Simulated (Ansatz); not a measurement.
# GaB in Ansatz: the effect of dispersion

Crystal: GaB.

```xyz
2
Lattice="2.7182 0.0000 0.0000 0.0000 2.7182 0.0000 0.0000 0.0000 3.2362" Properties=species:S:1:pos:R:3 pbc="T T T"
Ga    1.3591    1.3591    1.6181
B     0.0000    0.0000    0.0000
```

The cell was built by a generator and needn't be a form met in nature.

Alike in all runs:

- Program: Ansatz 0.2.0
- Task: relaxation of cell and atoms
- Functional: PBEsol
- Potentials or basis: Ansatz PAW
- Cutoff: 420 eV (not typed: the program's choice for these potentials)
- k mesh: 10 × 10 × 8
- Occupations: fermi-dirac, width 0.05 eV
- Spin: no spin polarisation

Each run relaxes the cell or the atoms first.

| dispersion | relaxed volume (Å³/atom) |
| --- | --- |
| none | ? |
| D3(BJ) | 11.08 |
| D4 | 11.12 |

Task: What does the run with dispersion none give?

Result: Relaxed volume 11.46 Å³/atom.

Caveats: the plane-wave basis is chosen anew once the cell has moved, so the energies of steps on either side of that aren't comparable; the PAW data sets come from PBE, with cores solved anew for the run's functional, which leaves a small shift of forces and pressure; pairwise dispersion overbinds metals, which lowers pressure and volume (some runs).

Runs at the PBE level aren't shown here.
